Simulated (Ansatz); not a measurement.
# C2H7FGeO: ionisation energy by level of theory

How much energy removes an electron from C2H7FGeO at fixed geometry? The cation is run at each level and the neutral's energy taken from earlier runs.

Method: unrestricted cation, the program's frozen cores in correlated methods; program: Ansatz 0.2.0, Gaussian basis.

Plan: UKS PBE-D4/def2-TZVPP; UKS r2SCAN-D4/def2-TZVPP; UKS PBE0-D4/def2-TZVPP; UKS B3LYP-D4/def2-TZVPP; UKS wB97X-V/def2-TZVPP; UKS wB97M-V/def2-TZVPP; UKS B2PLYP/def2-TZVPP; UHF-CCSD(T)/def2-TZVPP; UHF-MP2/def2-QZVPP; extrapolation to the limit; then −ε(HOMO) from the neutral's earlier runs with LDA (SPW92), PBE-D4, revPBE-D4, BLYP-D4, r2SCAN-D4, B97M-V, PBE0-D4, B3LYP-D4, r2SCANh-D4, r2SCAN0-D4, HSE06-D4, BHLYP-D4, CAM-B3LYP-D4, LC-ωPBE, ωB97X-V, ωB97M-V.

### 1 The geometry

All runs share one geometry, relaxed beforehand with PBE0-D4 in a triple-zeta def2 set.

12 atoms, charge 0, spin multiplicity 1.

Atoms are counted from 1 here; the program's logs count them from 0.

Bond lengths: C1–Ge2 1.936 Å, C1–H6 1.091 Å, C1–H7 1.091 Å, C1–H8 1.091 Å, Ge2–C3 1.927 Å, Ge2–O4 1.771 Å, Ge2–F5 1.750 Å, C3–H9 1.090 Å, C3–H10 1.090 Å, C3–H11 1.091 Å, O4–H12 0.960 Å. Angles: Ge2–C1–H6 110.1°, Ge2–C1–H7 110.3°, Ge2–C1–H8 109.8°, H6–C1–H7 109.1°, H6–C1–H8 108.6°, H7–C1–H8 109.0°, C1–Ge2–C3 118.8°, C1–Ge2–O4 112.1°, C1–Ge2–F5 105.1°, C3–Ge2–O4 106.2°, C3–Ge2–F5 107.9°, O4–Ge2–F5 106.0°, Ge2–C3–H9 110.3°, Ge2–C3–H10 109.1°, Ge2–C3–H11 110.2°, H9–C3–H10 109.2°, H9–C3–H11 109.1°, H10–C3–H11 108.9° and more.

### 2 Cation, UKS PBE-D4/def2-TZVPP

in.yaml reads:

```yaml
crystal:
  periodic: [false, false, false]
  atoms:
    - {symbol: C, position_ang: [-1.657347, 0.371164, -0.151219]}
    - {symbol: Ge, position_ang: [0.257415, 0.145273, -0.328115]}
    - {symbol: C, position_ang: [1.282720, -0.346777, 1.227198]}
    - {symbol: O, position_ang: [0.675518, -1.027643, -1.587421]}
    - {symbol: F, position_ang: [0.847550, 1.693015, -0.893328]}
    - {symbol: H, position_ang: [-1.877337, 1.127459, 0.603400]}
    - {symbol: H, position_ang: [-2.123923, -0.570485, 0.141327]}
    - {symbol: H, position_ang: [-2.080900, 0.696215, -1.102401]}
    - {symbol: H, position_ang: [1.152262, 0.393766, 2.016753]}
    - {symbol: H, position_ang: [2.337318, -0.399127, 0.956487]}
    - {symbol: H, position_ang: [0.963187, -1.322283, 1.596068]}
    - {symbol: H, position_ang: [0.300438, -0.815776, -2.444948]}
basis:
  gaussian: {orbitals: def2-TZVPP}
total_charge: 1
magnetization: {spin_polarized: true, initial_magnetization: 1}
hamiltonian: {xc: pbe, dispersion: d4}
```

Run with:

```
$ ansatz run in.yaml --threads 2 --pin off --events-out ev --progress --plain --max-ram 32768MiB --backend cpu
```

The runs that follow: Cation, UKS r2SCAN-D4/def2-TZVPP; Cation, UKS PBE0-D4/def2-TZVPP; Cation, UKS B3LYP-D4/def2-TZVPP; Cation, UKS wB97X-V/def2-TZVPP; Cation, UKS wB97M-V/def2-TZVPP; Cation, UKS B2PLYP (frozen core)/def2-TZVPP; Cation, UHF-CCSD(T)/def2-TZVPP; Cation, UHF-MP2/def2-QZVPP.

Before running them: what should the planned runs give, taken together? Wanted: ionisation energy, CCSD(T)/def2-TZVPP; nearest functional by difference; nearest −ε(HOMO); −ε(HOMO) of PBE; T1 of the cation.

**Answer**, as computed:

| quantity | value |
| --- | --- |
| ionisation energy, CCSD(T)/def2-TZVPP | 11.01 eV |
| nearest functional by difference | ωB97X-V (-0.16 eV) |
| nearest −ε(HOMO) | ωB97X-V (-0.11 eV) |
| −ε(HOMO) of PBE | 6.98 eV |
| T1 of the cation | 0.091 |

**Reading.** Energy differences with functionals land within 0.93 eV of the reference. The PBE orbital energy is 4.0 eV too small: a semilocal HOMO is no ionisation energy. Among orbital estimates ωB97X-V comes nearest. Hartree-Fock falls 0.92 eV short, as the neutral has more correlation energy than the cation. The cation's T1 (from the report) is 0.091, above the customary mark of 0.045 for open shells, so the coupled-cluster value is less safe. The cation may have settled in a state other than its lowest; no search over hole states beyond the program's own was made. Correlated methods include outer-core shells of Ge, which these sets cover unevenly. With outer-core shells in play the reference is unsure by up to some tenths of an eV, so close misses can't be ranked.
